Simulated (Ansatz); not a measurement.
**Y2C: how the settings move a single-point run**

How sensitive is a single-point run of Y2C to its settings? A reference run comes first, then one run with altered input.

Program: Ansatz 0.2.0. Level of theory: reference: DFT, PBEsol, all-electron LAPW, scalar-relativistic. These are calculated values, not measurements.

**1. The system as given**

The structure is trigonal, space group R-3m (No. 166). Conventional cell: a = 3.375 Å, b = 3.375 Å, c = 13.466 Å, α = 90.00°, β = 90.00°, γ = 120.00°. Y (site symmetry 3m) has 3 C at 2.30 Å in its first shell of neighbours. Around C (site symmetry -3m) lie 6 Y at 2.30 Å.

Coordinates:

```
Y C
1.0
     1.68768    0.97438    4.48882
    -1.68768    0.97438    4.48882
     0.00000   -1.94876    4.48882
Y C
2 1
Direct
  0.24277 0.24277 0.24277
  0.75723 0.75723 0.75723
  0.00000 0.00000 0.00000
```

**2. The reference run**

The input, input.yaml:

```yaml
crystal:
  lattice:
    - [1.6876763924, 0.9743804194, 4.488818992]
    - [-1.6876763924, 0.9743804194, 4.488818992]
    - [0.0, -1.9487608389, 4.488818992]
  atoms:
    - { symbol: "Y", position: [0.2427660653, 0.2427660653, 0.2427660653] }
    - { symbol: "Y", position: [0.7572339347, 0.7572339347, 0.7572339347] }
    - { symbol: C, position: [0.0, 0.0, 0.0] }
kpoints:
  mp_grid: { grid: [12, 12, 12] }
  band_path:
    path:
      - [0.0, 0.0, 0.0]
      - [0.5, 0.5, 0.5]
      - [0.8019208949, 0.1980791051, 0.5]
      - [0.5, -0.1980791051, 0.1980791051]
      - [0.5, 0.0, 0.0]
      - [0.0, 0.0, 0.0]
      - [0.3490395526, -0.3490395526, 0.0]
      - [0.6509604474, 0.0, 0.3490395526]
      - [0.5, 0.0, 0.5]
    npoints: 6
scf:
  occupations: { method: fermi_dirac, width: 0.05 }
hamiltonian:
  xc: pbesol
  pseudopotentials: { kind: all_electron, lapw: { basis_error: 0.001 } }
output:
  forces: true
  stress: true
  eigenvalues: true
  populations: true
```

The run is started by

```
> ansatz run input.yaml --threads 1 --pin off --max-ram 3072MiB --backend cpu --events-out ev --progress --plain --runs-dir out
```

**3. Changed: preconditioner resta, lower_state_search standard**

Edit input.yaml of step 2 so:

```diff
@@ -25,2 +25,4 @@
   occupations: { method: fermi_dirac, width: 0.05 }
+  mixing: { preconditioner: resta }
+  lower_state_search: standard
 hamiltonian:
```

What does the calculation give? Wanted: for each run, ending; energy change; pressure; gap; force.

**Answer**, as computed:

```csv
run,ending,energy change,pressure (GPa),gap (eV),force (eV/Å),cycles,time
reference,converged,0,38.4,0.00,0.00,10,43 s
"1: preconditioner resta, lower_state_search standard",converged,0.0 meV/atom,38.4,0.00,0.00,8,40 s
```

Residual by cycle in the longest SCF loop of each run; runs are numbered as in the table. The quantity is the density residual dr2, in eV.

```csv
cycle,reference,run 1
1,9.48,9.48
2,0.831,14.4
3,0.701,0.0299
4,0.0344,0.00795
5,0.00216,4.8e-4
6,3.2e-4,1.1e-5
7,5.4e-5,8.5e-7
8,3.1e-6,5.5e-9
9,4.2e-7,-
10,3.2e-8,-
```

What this shows: Changing the mixing and search for lower states hardly moves the energy: 0.0 meV/atom. Cost: 8 SCF cycles against 10. The structure is not at rest: the sound run finds 38 GPa, so these are no properties of the relaxed crystal. 
